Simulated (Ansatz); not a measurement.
**GaH₂ (quartet): wave-function methods side by side, aug-cc-pVDZ**

How much of the correlation energy of GaH₂ (quartet) does each wave-function method recover here?

Computed with Ansatz 0.2.0, Gaussian basis. Level: aug-cc-pVDZ, core rule «outside noble gas», up to 14 orbitals frozen.

To be run: UHF; CCSD(T) on ROHF; CCSD(T) on UHF; BCCD(T) on ROHF; CISD as a restricted active space (open shells left free, so some higher excitations enter); CCSDT(Q) on ROHF; CCSDT(Q) on UHF; CASSCF and MRCISD+Q, 5 electrons in 6 orbitals; CASSCF and MRCISD+Q(relaxed), 5 electrons in 6 orbitals; CASSCF and NEVPT2, 5 electrons in 6 orbitals; Full CI.

26 further runs of the same task are left out: 10 that didn't finish, 16 set aside as unsound or not needed. Runs told in other sessions of the task aren't counted.

### 1 The system

The geometry is a PBE0/def2-TZVPD stationary point (not a proven minimum) of the parent state, kept for this charge and spin. No spin-orbit coupling is included. The filled d shell of Ga may be among the frozen orbitals whatever the setting's name suggests.

3 atoms, charge 0, spin multiplicity 4.

Atoms are counted from 1 here; the program's logs count them from 0.

Bond lengths: Ga1–H2 1.611 Å, Ga1–H3 1.611 Å. Angles: H2–Ga1–H3 120.6°.

### 2 UHF

Input file in.yaml:

```yaml
crystal:
  periodic: [false, false, false]
  atoms:
    - {symbol: Ga, position_ang: [0.000000, -0.022429, 0.000000]}
    - {symbol: H, position_ang: [0.000000, 0.775750, -1.399012]}
    - {symbol: H, position_ang: [0.000000, 0.775750, 1.399012]}
basis:
  gaussian: {orbitals: aug-cc-pVDZ}
magnetization: {spin_polarized: true, initial_magnetization: 3}
hamiltonian: {xc: hf}
output: {orbitals: {seedname: orbitals}}
```

Command:

```sh
$ ansatz run in.yaml --threads 1 --pin off --events-out ev --progress --plain --max-ram 2393MiB
```

Further steps of the session: CCSD(T) on ROHF; CCSD(T) on UHF; BCCD(T) on ROHF; CISD as a restricted active space (open shells left free, so some higher excitations enter); CCSDT(Q) on ROHF; CCSDT(Q) on UHF; CASSCF and MRCISD+Q, 5 electrons in 6 orbitals; CASSCF and MRCISD+Q(relaxed), 5 electrons in 6 orbitals; CASSCF and NEVPT2, 5 electrons in 6 orbitals; Full CI.

**Question.** What will the summary of the whole plan be? Wanted: FCI from the RHF energy; RMP2 from FCI; UMP2 from FCI; RCCSD from FCI; RCCSD(T) from FCI; UCCSD(T) from FCI; RCCSDT(Q) from FCI; UCCSDT(Q) from FCI; NEVPT2 valence from FCI.

As calculated:

| quantity | value |
| --- | --- |
| FCI from the ROHF energy | -2.1462 eV |
| RMP2 from FCI | +572.3 meV |
| UMP2 from FCI | +620.3 meV |
| RCCSD from FCI | +82.2 meV |
| RCCSD(T) from FCI | +21.7 meV |
| UCCSD(T) from FCI | +1.2 meV |
| RCCSDT(Q) from FCI | -1.2 meV |
| UCCSDT(Q) from FCI | -20.6 meV |
| NEVPT2 valence from FCI | +343.6 meV |
| MRCISD+Q valence from FCI | -6.2 meV |
| MRCISD+Q(relaxed) valence from FCI | -23.5 meV |
| levels within 1 kcal/mol (43 meV) | RCCSD(T), UCCSD(T), BCCD(T), RCCSDT, UCCSDT, RCCSDT(Q), UCCSDT(Q), MRCISD valence, MRCISD+Q valence, MRCISD+Q(relaxed) valence |
| T1 diagnostic | 0.029 |
| effectively unpaired electrons | 3.03 |

**Reading.** RCCSD(T) lands +21.7 meV from the yardstick (1.0 % of the correlation energy). CCSD(T) misses by +21.7 meV on the restricted determinant and by +1.2 meV on the unrestricted one; the two need not hold the same state or core. UCCSDT, UCCSDT(Q), MRCISD+Q valence, MRCISD+Q(relaxed) valence fall below full CI: unrestricted runs freeze a spin-polarised core, another one than full CI's, and coupled cluster isn't variational. One determinant dominates. Of the multireference levels listed MRCISD+Q valence comes nearest in total energy (-6.2 meV), which doesn't show that its space is the better one. Coupled cluster took another determinant than the lowest Hartree-Fock one. These misses are within one basis, not against nature; the frozen cores of restricted and unrestricted runs differ, which can shift their rows.

Levels on UHF freeze UHF's core orbitals, full CI those of ROHF, so the U rows can settle a little off it for that reason alone.
